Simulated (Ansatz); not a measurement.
# HPbNO4 (P2_1/m) in Ansatz: convergence with k mesh

Aim: find how far k mesh must go before the results for HPbNO4 settle, at PBE. This setting moves, with any that are tied to it; all else stays.

Everything below comes from runs of Ansatz 0.2.0. Logs are shortened: lines on timing, memory, paths and dates and some standing lists are left out, and cuts for length are marked.

## (1) Starting point

The structure is monoclinic, space group P2_1/m (No. 11). Conventional cell: a = 6.859 Å, b = 4.229 Å, c = 8.026 Å, α = 90.00°, β = 114.99°, γ = 90.00°. H (site symmetry m) has 1 O at 0.99 Å as nearest neighbours. Pb (site symmetry m) has 5 O at 2.47 to 2.74 Å as nearest neighbours. N (site symmetry m) is surrounded by 3 O at 1.24 to 1.28 Å. O (site symmetry m) is surrounded by 1 H at 0.99 Å. O (site symmetry m) has 1 N at 1.24 Å as nearest neighbours. O (site symmetry m) is surrounded by 1 N at 1.27 Å. O (site symmetry m) has 1 N at 1.28 Å as nearest neighbours.

The cell was built by a generator and needn't be a form met in nature.

## (2) With k mesh 2 × 2 × 1

The input, input.yaml:

```yaml
crystal:
  lattice:
    - [6.85877, 0.0, 0.0]
    - [0.0, 4.22865, 0.0]
    - [-3.39101, 0.0, 7.27459]
  atoms:
    - { symbol: H, position: [0.22549, 0.75, 0.5073] }
    - { symbol: H, position: [0.77451, 0.25, 0.4927] }
    - { symbol: Pb, position: [0.30229, 0.25, 0.28494] }
    - { symbol: Pb, position: [0.69771, 0.75, 0.71506] }
    - { symbol: "N", position: [0.21484, 0.75, 0.83567] }
    - { symbol: "N", position: [0.78516, 0.25, 0.16433] }
    - { symbol: O, position: [0.33078, 0.75, 0.45338] }
    - { symbol: O, position: [0.40909, 0.75, 0.86901] }
    - { symbol: O, position: [0.15508, 0.75, 0.96537] }
    - { symbol: O, position: [0.07083, 0.75, 0.66955] }
    - { symbol: O, position: [0.66922, 0.25, 0.54661] }
    - { symbol: O, position: [0.59091, 0.25, 0.13099] }
    - { symbol: O, position: [0.84492, 0.25, 0.03463] }
    - { symbol: O, position: [0.92917, 0.25, 0.33045] }
hamiltonian:
  xc: pbe
  pseudopotentials: { kind: paw }
kpoints:
  mp_grid: { grid: [2, 2, 1] }
scf:
  occupations: { method: fermi_dirac, width: 0.05 }
output:
  forces: true
  stress: true
  eigenvalues: true
```

Potentials or basis: Ansatz PAW.

On the command line:

```bash
$ ansatz run input.yaml --threads 8 --pin off --max-ram 20480MiB --backend cpu --events-out ev --progress --plain --runs-dir out
```

It took 0.78 s on 8 threads of Arm Neoverse V2, shared host; peak memory 0.52 GiB.

What came out:

```yaml
Free_energy: -29143.1191 eV
Pressure: 0.0 GPa
Largest_force: 0.061 eV/Å
Band_gap_on_the_k_mesh: 3.32 eV, direct
```

## (3) With k mesh 2 × 3 × 2

Changes to input.yaml since step 2:

```diff
@@ -24,3 +24,3 @@
 kpoints:
-  mp_grid: { grid: [2, 2, 1] }
+  mp_grid: { grid: [2, 3, 2] }
 scf:
```

Potentials or basis: Ansatz PAW.

On the command line:

```bash
$ ansatz run input.yaml --threads 8 --pin off --max-ram 20480MiB --backend cpu --events-out ev --progress --plain --runs-dir out
```

Wall time 1.3 s (8 threads of Arm Neoverse V2, shared host); peak memory 0.73 GiB.

Results:

| Item | Value |
| --- | --- |
| Free energy | -29143.1364 eV |
| Pressure | 0.0 GPa |
| Largest force | 0.007 eV/Å |
| Band gap on the k mesh | 3.07 eV, indirect (least direct gap 3.29 eV) |

## (4) With k mesh 3 × 4 × 2

Changes to input.yaml since step 3:

```diff
@@ -24,3 +24,3 @@
 kpoints:
-  mp_grid: { grid: [2, 3, 2] }
+  mp_grid: { grid: [3, 4, 2] }
 scf:
```

On the command line:

```bash
$ ansatz run input.yaml --threads 8 --pin off --max-ram 20480MiB --backend cpu --events-out ev --progress --plain --runs-dir out
```

It took 1.6 s on 8 threads of Arm Neoverse V2, shared host; peak memory 0.86 GiB.

What came out:

- Free energy: -29143.1388 eV
- Pressure: 0.0 GPa
- Largest force: 0.004 eV/Å
- Band gap on the k mesh: 3.11 eV, indirect (least direct gap 3.29 eV)

## (5) With k mesh 3 × 5 × 3

Changes to input.yaml since step 4:

```diff
@@ -24,3 +24,3 @@
 kpoints:
-  mp_grid: { grid: [3, 4, 2] }
+  mp_grid: { grid: [3, 5, 3] }
 scf:
```

On the command line:

```bash
$ ansatz run input.yaml --threads 8 --pin off --max-ram 20480MiB --backend cpu --events-out ev --progress --plain --runs-dir out
```

Run time: 1.9 s. Hardware: 8 threads of Arm Neoverse V2, shared host; peak memory 0.89 GiB.

Results:

```yaml
Free_energy: -29143.1393 eV
Pressure: 0.0 GPa
Largest_force: 0.004 eV/Å
Band_gap_on_the_k_mesh: 3.15 eV, indirect (least direct gap 3.32 eV)
```

## (6) With k mesh 4 × 6 × 4

Changes to input.yaml since step 5:

```diff
@@ -24,3 +24,3 @@
 kpoints:
-  mp_grid: { grid: [3, 5, 3] }
+  mp_grid: { grid: [4, 6, 4] }
 scf:
```

Potentials or basis: Ansatz PAW.

On the command line:

```bash
$ ansatz run input.yaml --threads 8 --pin off --max-ram 20480MiB --backend cpu --events-out ev --progress --plain --runs-dir out
```

Wall time 4.5 s (8 threads of Arm Neoverse V2, shared host); peak memory 1 GiB.

Results (log left out):

```yaml
Free_energy: -29143.1393 eV
Pressure: 0.0 GPa
Largest_force: 0.004 eV/Å
Band_gap_on_the_k_mesh: 3.07 eV, indirect (least direct gap 3.29 eV)
```

## (7) With k mesh 5 × 7 × 4

Changes to input.yaml since step 6:

```diff
@@ -24,3 +24,3 @@
 kpoints:
-  mp_grid: { grid: [4, 6, 4] }
+  mp_grid: { grid: [5, 7, 4] }
 scf:
```

On the command line:

```bash
$ ansatz run input.yaml --threads 8 --pin off --max-ram 20480MiB --backend cpu --events-out ev --progress --plain --runs-dir out
```

Wall time 4.9 s (8 threads of Arm Neoverse V2, shared host); peak memory 1.1 GiB.

It converged, with:

- Free energy: -29143.1392 eV
- Pressure: 0.0 GPa
- Largest force: 0.005 eV/Å
- Band gap on the k mesh: 3.08 eV, indirect (least direct gap 3.28 eV)

## (8) With k mesh 6 × 9 × 5

Changes to input.yaml since step 7:

```diff
@@ -24,3 +24,3 @@
 kpoints:
-  mp_grid: { grid: [5, 7, 4] }
+  mp_grid: { grid: [6, 9, 5] }
 scf:
```

On the command line:

```bash
$ ansatz run input.yaml --threads 8 --pin off --max-ram 20480MiB --backend cpu --events-out ev --progress --plain --runs-dir out
```

It took 8.7 s on 8 threads of Arm Neoverse V2, shared host; peak memory 1.3 GiB.

The run converged. Its results:

| Quantity | Value |
| --- | --- |
| Free energy | -29143.1390 eV |
| Pressure | 0.0 GPa |
| Largest force | 0.005 eV/Å |
| Band gap on the k mesh | 3.09 eV, indirect (least direct gap 3.30 eV) |

## (9) With k mesh 7 × 10 × 6

Changes to input.yaml since step 8:

```diff
@@ -24,3 +24,3 @@
 kpoints:
-  mp_grid: { grid: [6, 9, 5] }
+  mp_grid: { grid: [7, 10, 6] }
 scf:
```

Potentials or basis: Ansatz PAW.

On the command line:

```bash
$ ansatz run input.yaml --threads 8 --pin off --max-ram 20480MiB --backend cpu --events-out ev --progress --plain --runs-dir out
```

Log:

```text
Warning: the atoms were moved onto the symmetric positions of the space group found under crystal.symmetry.tolerance 1.0e-5 (fractional; no operation is sought that the atoms, as they stand in a round, miss by more than twice it, and no atom is moved by as much as it), and the run uses the moved positions. Before a round's move an operation carried an atom to 6.88e-5 Å from where it should land, the largest such distance. Atom 6 (counting from 0) moved farthest, by 4.01e-5 Å; the longest move in fractions of the cell, of whichever atom, is 0.49 of the tolerance, in 1 round. To run the atoms as typed, lower crystal.symmetry.tolerance until the operations that they miss are no longer found, or set crystal.symmetry.detect: false (a key that needs symmetry detection or time reversal refuses this as the deck is read). The positions used, in the order of the run's atom list: position: [0.22549, 0.75, 0.5073]; position: [0.77451, 0.25, 0.49269999999999997]; position: [0.30229, 0.25, 0.28493999999999997]; position: [0.69771, 0.75, 0.7150599999999999]; position: [0.21484, 0.75, 0.83567]; position: [0.78516, 0.25, 0.16432999999999995]; position: [0.33078, 0.75, 0.4533849999999999]; position: [0.40909, 0.75, 0.86901]; position: [0.15508, 0.75, 0.96537]; position: [0.07083, 0.75, 0.66955]; position: [0.66922, 0.25, 0.546615]; position: [0.59091, 0.25, 0.13099]; position: [0.84492, 0.25, 0.03462999999999999]; position: [0.92917, 0.25, 0.33044999999999997];
Warning: RAYON_NUM_THREADS=8 ignored (pool sized by the plan → 8); use --threads N
Engine: ansatz 0.2.0, aarch64-unknown-linux-gnu
Pseudopotentials: kind: paw
Pseudopotential: H, paw, valence charge 1, recommended cutoff 420 eV (normal), H.paw.azcp
Pseudopotential: Pb, paw, valence charge 14, recommended cutoff 420 eV (normal), Pb.paw.azcp
Pseudopotential: N, paw, valence charge 5, recommended cutoff 420 eV (normal), N.paw.azcp
Pseudopotential: O, paw, valence charge 6, recommended cutoff 420 eV (normal), O.paw.azcp
Functional definition: PBE
  parameter kappa = 0.804
  parameter beta = 0.06672455060314922
  exchange = pbe_x(kappa = kappa, mu = beta*pi^2/3)
  correlation = pbe_c(beta = beta)
Crystal: 14 atoms, lattice volume = 210.987 Å³
Basis set: ecut = 420 eV, 4123 PW (Γ), exchange–correlation on 96×60×108 points (8 copies of the dense FFT grid, shifted against one another)
Bands: 58, of which v1, the nominal top of the filled ones, is band 44 counted from 1 (43 counted from 0)
Symmetry: 4 space group operations
Space group: P21/m (ITA 11), of the structure as read, at distance tolerance 6.0e-5 Å
k-points: 132 of 420
Non-local potential: H, projectors of the file, l = 0: 2, l = 1: 1
Non-local potential: Pb, projectors of the file, l = 0: 2, l = 1: 2, l = 2: 2, l = 3: 2
Non-local potential: N, projectors of the file, l = 0: 2, l = 1: 2, l = 2: 1
Non-local potential: O, projectors of the file, l = 0: 2, l = 1: 2, l = 2: 1
PAW form: soft (Blöchl's): semilocal exchange-correlation on the pseudo side does not see the compensation charge
PAW one-centre angular grid: H, 110 points (default); XC on 64 Gauss nodes
PAW one-centre angular grid: Pb, 590 points (default); XC on 64 Gauss nodes
PAW one-centre angular grid: N, 110 points (default); XC on 64 Gauss nodes
PAW one-centre angular grid: O, 110 points (default); XC on 64 Gauss nodes
Initial density: superposition of atomic densities (neutral atoms: chi_scale 0, normalization atom), corrected by the library's trained network
Initial wavefunctions: pseudopotential atomic-orbital guess
Functional: x = pbe(κ = 0.804, μ = 0.2195149727645171), c = pbe(β = 0.06672455060314922)
SCF iter   1: F=—  HF=-29143.150971 eV  |F-HF|=—  |Δ(HF+E_count)|=         —  Δρ=3.44e-3  dr2=4.14e-2  ethr=1.77e-3  ⟨swp⟩=6.0  Hψ=33270  notcnv=0  defer=239
preconditioner: auto → Resta (q_TF=auto, 2.358 Å⁻¹)  ε∞=3.2  [insulator: Δε(μ)=3.182 eV  Ē_g=16.345 eV  σ=0.050 eV  W_gap=1.00  n_scr=48 (ndim 8)  ℏωp=24.0 eV  f_vac=0.199  D(μ)=0.00/eV (n_scr^D=0)  ε∞_Penn≈3.2]
SCF iter   2: F=—  HF=-29143.141568 eV  |F-HF|=—  |Δ(HF+E_count)|=   9.40e-3  Δρ=2.00e-3  dr2=9.27e-3  ethr=4.70e-5  ⟨swp⟩=2.1  Hψ=12109  notcnv=0  defer=918
SCF iter   3: F=—  HF=-29143.139941 eV  |F-HF|=—  |Δ(HF+E_count)|=   1.63e-3  Δρ=1.00e-3  dr2=3.76e-3  ethr=1.05e-5  ⟨swp⟩=2.1  Hψ=11163  notcnv=0  defer=127
automatic band count: iteration 3 solves 52 bands in place of 58: the levels show a gap, and the empty bands left out lie too high to hold charge; the band table lists the bands solved (type scf.n_extra_bands for more)
SCF iter   4: F=—  HF=-29143.139205 eV  |F-HF|=—  |Δ(HF+E_count)|=   7.36e-4  Δρ=5.26e-4  dr2=6.52e-4  ethr=4.27e-6  ⟨swp⟩=2.0  Hψ=11649  notcnv=0  defer=127
SCF iter   5: F=—  HF=-29143.139118 eV  |F-HF|=—  |Δ(HF+E_count)|=   8.65e-5  Δρ=2.48e-4  dr2=1.26e-4  ethr=7.41e-7  ⟨swp⟩=2.0  Hψ=11998  notcnv=0  defer=127
SCF iter   6: F=—  HF=-29143.139122 eV  |F-HF|=—  |Δ(HF+E_count)|=   3.44e-6  Δρ=9.00e-5  dr2=1.29e-5  ethr=1.43e-7  ⟨swp⟩=2.1  Hψ=9689  notcnv=0  defer=127
SCF iter   7: F=—  HF=-29143.139107 eV  |F-HF|=—  |Δ(HF+E_count)|=   1.43e-5  Δρ=2.98e-5  dr2=2.02e-6  ethr=1.47e-8  ⟨swp⟩=2.0  Hψ=10572  notcnv=0  defer=127
SCF iter   8: F=—  HF=-29143.139108 eV  |F-HF|=—  |Δ(HF+E_count)|=   7.70e-7  Δρ=2.46e-5  dr2=1.21e-6  ethr=2.29e-9  ⟨swp⟩=2.0  Hψ=12528  notcnv=0  defer=127
SCF iter   9: F=-29143.139108 eV  HF=-29143.139108 eV  |F-HF|=3.19e-8  |Δ(HF+E_count)|=   1.02e-7  Δρ=5.56e-6  dr2=5.08e-8  ethr=1.14e-10  ⟨swp⟩=6.4  Hψ=34858  notcnv=0
SCF 1 converged in 9 iterations: F = -29143.139108 eV  dr2 = 5.08e-8
SCF converged after 9 iterations
Free energy (F): -29143.139108 eV
Harris-Foulkes:  -29143.139108 eV  (|F-HF|=3.19e-8)
Internal energy: -29143.139108 eV  (E = F + TS)
E sigma→0 (E₀):  -29143.139108 eV
Fermi energy:    4.217481 eV
--- Per-component energies (eV) ---
  E_band       = -615.976680
  E_kinetic    = 2254.798641
  E_local      = -7329.949215  (includes V_loc(G=0)·N_el)
  E_nonlocal   = 1179.988615
  E_hartree    = 2721.146194
  E_xc         = -1161.883219
  E_vxc        = -1182.079213  (∫ρ·V_xc dr)
  E_paw        = -22322.960781  (= ΣΔE_a)
  E_vpaw       = -981.045688  (= ΣTr[D̂ρ^β])
  E_aug_tail   = 0.017284  (compensation charges beyond the density's cutoff)
  E_ewald      = -4484.296626
  E_smearing   = -0.000000  (= −TS)
  E_closure    = 0.000000  (closes the sum)
  Σ components = -29143.139108   (vs F -29143.139108, Δ=0.00e0)
--- Forces (eV/Å), atoms counted from 1 ---
  atom   1  H      0.00125396    -0.00000000     0.00003903
  atom   2  H     -0.00125396     0.00000000    -0.00003903
  atom   3  Pb    -0.00188994    -0.00000000     0.00058713
  atom   4  Pb     0.00188994     0.00000000    -0.00058713
  atom   5  N      0.00361430    -0.00000000     0.00290570
  atom   6  N     -0.00361430     0.00000000    -0.00290570
  atom   7  O     -0.00034285     0.00000000    -0.00006156
  atom   8  O     -0.00067121    -0.00000000    -0.00102268
  atom   9  O     -0.00166623     0.00000000    -0.00303415
  atom  10  O     -0.00250458    -0.00000000     0.00189125
  atom  11  O      0.00034285    -0.00000000     0.00006156
  atom  12  O      0.00067121     0.00000000     0.00102268
  atom  13  O      0.00166623    -0.00000000     0.00303415
  atom  14  O      0.00250458     0.00000000    -0.00189125
  max |Σ_I F_I| component: 8.67e-19 eV/Å
--- Stress (GPa, compression-positive) ---
       -0.043278      -0.000000      -0.006395
       -0.000000       0.036552      -0.000000
       -0.006401      -0.000000       0.002816
  P = ⅓ Tr σ = -0.0013 GPa (-0.013 kbar)
--- Band table (eV; the first three rows and the last of 132) ---
  k-point 0: bands = ["-22.8586", "-22.8203", "-17.5573", "-17.4734", "-17.2061", "-17.1496", "-15.3224", "-15.1390", "-12.5759", "-12.5600", "-12.5527", "-12.5410", "-12.5320", "-12.5293", "-12.5174", "-12.5152", "-12.4697", "-12.2738", "-7.1527", "-6.6391", "-4.9481", "-4.9252", "-4.9216", "-4.7767", "-4.6087", "-4.4351", "-3.7777", "-3.2722", "-1.8869", "-0.9687", "-0.2956", "0.1152", "0.3378", "0.4887", "0.8288", "0.9002", "0.9620", "0.9680", "1.2044", "1.2146", "1.3733", "2.3209", "2.3437", "2.5948", "5.9106", "6.5674", "6.8748", "6.8867", "8.2864", "8.6995", "8.8872", "8.9195"]
  k-point 1: bands = ["-22.8578", "-22.8211", "-17.5563", "-17.4741", "-17.2028", "-17.1539", "-15.3213", "-15.1386", "-12.5759", "-12.5599", "-12.5526", "-12.5409", "-12.5328", "-12.5284", "-12.5173", "-12.5149", "-12.4702", "-12.2745", "-7.1495", "-6.6587", "-5.0336", "-4.9436", "-4.7856", "-4.7810", "-4.6021", "-4.4467", "-3.7405", "-3.2824", "-1.9074", "-1.0198", "-0.2813", "0.1024", "0.2713", "0.5181", "0.8163", "0.9101", "1.0095", "1.0582", "1.2055", "1.2085", "1.3412", "2.3055", "2.3684", "2.5659", "5.9230", "6.5405", "6.8516", "6.8910", "8.0905", "8.6444", "8.9793", "9.2115"]
  k-point 2: bands = ["-22.8561", "-22.8228", "-17.5543", "-17.4755", "-17.1936", "-17.1652", "-15.3193", "-15.1378", "-12.5760", "-12.5596", "-12.5525", "-12.5407", "-12.5337", "-12.5270", "-12.5170", "-12.5143", "-12.4713", "-12.2759", "-7.1418", "-6.6989", "-5.0969", "-4.9342", "-4.7909", "-4.6711", "-4.5808", "-4.4771", "-3.6362", "-3.3302", "-1.9454", "-1.1296", "-0.2206", "0.0776", "0.1586", "0.5487", "0.7895", "0.9850", "1.0732", "1.1554", "1.1971", "1.2635", "1.2692", "2.2755", "2.4101", "2.5044", "5.9532", "6.4808", "6.8170", "6.8756", "7.9250", "8.5250", "9.1309", "9.6324"]
  k-point 131: bands = ["-22.8336", "-22.8336", "-17.5161", "-17.5161", "-17.1739", "-17.1739", "-15.2160", "-15.2160", "-12.5534", "-12.5534", "-12.5436", "-12.5436", "-12.5199", "-12.5199", "-12.4762", "-12.4762", "-12.3337", "-12.3337", "-6.8317", "-6.8317", "-5.1229", "-5.1229", "-4.7667", "-4.7667", "-4.4737", "-4.4737", "-3.6772", "-3.6772", "-2.4390", "-2.4390", "0.1004", "0.1004", "0.5021", "0.5021", "0.8426", "0.8426", "1.0059", "1.0059", "1.2932", "1.2932", "2.0167", "2.0167", "2.5277", "2.5277", "6.0966", "6.0966", "7.0380", "7.0380", "8.2135", "8.2135", "9.0945", "9.0945"]
```

It took 14 s on 8 threads of Arm Neoverse V2, shared host; peak memory 1.6 GiB.

What came out:

* Free energy: -29143.1391 eV
* Pressure: 0.0 GPa
* Largest force: 0.005 eV/Å
* Band gap on the k mesh: 3.07 eV, indirect (least direct gap 3.28 eV)

## (10) Result

```tsv
k mesh	energy less the tightest run, at zero smearing (meV/atom)	largest force (eV/Å)	gap on the mesh (eV)	SCF cycles	CPU time (s)	peak memory (GiB)
2 × 2 × 1	1.43	0.061	3.317	9	4.2	0.52
2 × 3 × 2	0.19	0.007	3.074	9	7.8	0.73
3 × 4 × 2	0.02	0.004	3.112	9	11	0.86
3 × 5 × 3	-0.02	0.004	3.152	9	13	0.89
4 × 6 × 4	-0.01	0.004	3.074	9	33	1
5 × 7 × 4	-0.01	0.005	3.079	9	37	1.1
6 × 9 × 5	0.00	0.005	3.090	9	65	1.3
7 × 10 × 6	0.00	0.005	3.073	9	110	1.6
```

Against the tightest run, the energy stays within 1 meV/atom from 2 × 3 × 2 on; the largest force stays within 0.005 eV/Å from 2 × 3 × 2 on. Not settled before the last step: the gap on the mesh (to 0.01 eV). Meshes of other sizes hit other points, so gaps and Fermi surfaces needn't settle smoothly. The tightest run that finished is the yardstick and may itself not be fully converged.

Caveats: odd divisions of the mesh miss points on the zone boundary, where band edges often lie, so the gap on the mesh can be too wide; spin-orbit coupling is left out, which as a rule narrows the gap of such compounds by several tenths of an eV.
